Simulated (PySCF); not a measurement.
# CuN2: quartet, from a linear start

Aim: relax CuN2 as a quartet from a linear start, check by its vibrations whether the end is a minimum, and collect its spectrum and constants.

The runs use PySCF 2.14.0; PBE0, basis Cu def2-TZVP, N def2-TZVP, no relativity, density fitting.

### Step 1. The system as given

3 atoms, charge 0, spin multiplicity 4.

Bond lengths: Cu1–N2 1.750 Å, Cu1–N3 1.750 Å. Angles: N2–Cu1–N3 180.0°.

```xyz
3
charge 0 multiplicity 4
Cu    0.0000    0.0000    0.0000
N     0.0000    0.0000    1.7500
N     0.0000    0.0000   -1.7500
```

### Step 2. The SCF at the typed geometry

The steps below are one call of a driver around PySCF. For each, scf.py gives the equivalent set-up of the SCF; relaxations use the driver's own optimiser. After this first run the driver tries any further starts and a stability analysis.

scf.py reads:

```python
from pyscf import gto, scf, dft
mol = gto.M(atom='''
Cu     0.000000     0.000000     0.000000
N      0.000000     0.000000     1.750000
N      0.000000     0.000000    -1.750000''',
    basis={'Cu': 'def2-TZVP', 'N': 'def2-TZVP'},
    charge=0, spin=3)
mf = dft.UKS(mol, xc='PBE0')
mf.grids.atom_grid = (50, 194)
aux = {'Cu': 'def2-universal-JKFIT', 'N': 'def2-universal-JKFIT'}
mf = mf.density_fit(auxbasis=aux)
mf.conv_tol = 1e-08
mf.diis_space = 10
mf.max_cycle = 60
mf.init_guess = 'minao'
mf.verbose = 4
mf.kernel()
```

On the command line:

```console
$ OMP_NUM_THREADS=4 python axn.py task.json out
```

The runs that follow: Relaxation: linear start, quartet; Vibrations and properties at this point; Leaving the saddle point; Is it a minimum? Harmonic modes.

Q: Predict the outcome of this session. Wanted: minimum; geometry; wavenumbers; dipole moment; highest occupied, lowest empty level; polar-tensor charge of Cu1; zero-point energy; atomisation energy; ⟨S²⟩.

**Answer**, as computed:

| quantity | value |
| --- | --- |
| minimum | broken-symmetry (Ms = 3/2), C2v |
| geometry | Cu–N 1.807 Å (×2); N–Cu–N 132.3° |
| wavenumbers (cm⁻¹) | 137 (a1), 552 (a1), 576 (b2) |
| dipole moment | 2.30 D |
| highest occupied, lowest empty level (either spin) | -7.45, -4.52 eV |
| polar-tensor charge of Cu1 | +0.58 e |
| zero-point energy | 7.6 kJ/mol |
| entropy at 298.15 K | 281.9 J/(mol K) |
| atomisation energy (no zero-point energy) | 214 kJ/mol |
| ⟨S²⟩ | 4.492 |

**Reading.** From D∞h at the start the molecule goes to a C2v minimum, after a stop at a saddle point 29.5 kJ/mol higher, from which it was pushed off along an imaginary mode. The determinant is spin-contaminated (⟨S²⟩ = 4.49 against 3.75), so it is no pure spin state. In the infrared the band at 137 cm⁻¹ (a1, bend) leads. The first SCF alone would have been 7 kJ/mol too high. Only this shape and spin were tried, so other structures or states may lie lower. One determinant may miss the lowest occupation of an open d or f shell.
